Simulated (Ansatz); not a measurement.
Task: a single point from an input written key by key of AgBr, with Ansatz 0.2.0 through its Python package. Give the script and its output. Level of theory: wB97X-V, def2-SVP basis, multiplicity 1.

| atom | x (Å) | y (Å) | z (Å) |
| --- | --- | --- | --- |
| Br | 1.2794 | -0.4782 | 0.6398 |
| Ag | -1.2499 | 0.4180 | -0.6357 |

`agbr_deck.py`
```python
"""Run AgBr from an input written out key by key."""

import ansatz
import numpy as np
import pandas as pd

DECK = """
crystal:
  periodic: [false, false, false]
  atoms:
    - { symbol: Br, position_ang: [1.2794, -0.4782, 0.6398] }
    - { symbol: Ag, position_ang: [-1.2499, 0.418, -0.6357] }
basis:
  gaussian: { orbitals: def2-SVP, nuclear_model: point }
hamiltonian:
  xc: { name: wB97X-V }
output:
  forces: true
"""


def main() -> None:
    session = ansatz.Session.from_yaml(DECK)
    summary = session.plan(threads=1).execute().report

    print(f"E = {summary['free_energy_ev']:.6f} eV = {summary['free_energy_ev'] / 27.211386246:.7f} Ha")
    print("converged:", summary["converged"], " doubts:", summary["published_state_doubts"] or "none")
    symbols = ["Br", "Ag"]
    field = summary["mean_field"]
    print("<S^2> =", round(abs(field["state"]["spin_squared"]), 4), " all-electron relativity setting:", field["relativity"])
    print("passes:", field["passes"])
    if "symmetry" in field:
        print("occupied orbitals by irrep:", field["symmetry"]["occupied"])

    forces = np.array(summary["forces_ev_ang"])
    print("largest force", round(float(np.linalg.norm(forces, axis=1).max()), 4), "eV/A, rms", round(float(np.sqrt((forces ** 2).mean())), 4))
    charges = summary["charge_distribution"]
    table = pd.DataFrame({"atom": symbols, "mulliken": charges["mulliken_charges_e"], "lowdin": charges["lowdin_charges_e"]})
    print(table.round(3).to_string())
    print("dipole (e A):", np.round(charges["dipole_moment_e_ang"], 4) + 0.0)


if __name__ == "__main__":
    main()
```

```console
$ python agbr_deck.py
E = -74029.670410 eV = -2720.5402084 Ha
converged: True  doubts: none
<S^2> = 0.0  all-electron relativity setting: none
passes: {'evaluations': 17, 'products': 16}
occupied orbitals by irrep: [{'A1': 13, 'A2': 2, 'B1': 6, 'B2': 6}, {'A1': 13, 'A2': 2, 'B1': 6, 'B2': 6}]
largest force 2.1229 eV/A, rms 1.2256
  atom  mulliken  lowdin
0   Br    -0.469  -0.233
1   Ag     0.469   0.233
dipole (e A): [-1.4041  0.4975 -0.7081]
```

These settings explore the input space; basis and method may be short of convergence. The geometry is a force-field or estimated start, not a minimum of this method, and the basis set is short of its limit. def2 sets replace the cores of elements past krypton by effective core potentials. The Löwdin charges here are taken after orthogonalising the functions within each atom; they differ from plain Löwdin charges, and their signs can be unphysical. Finished in 7.4 s on 1 thread of Arm Neoverse V2, on a shared host, peak memory 0.26 GiB.
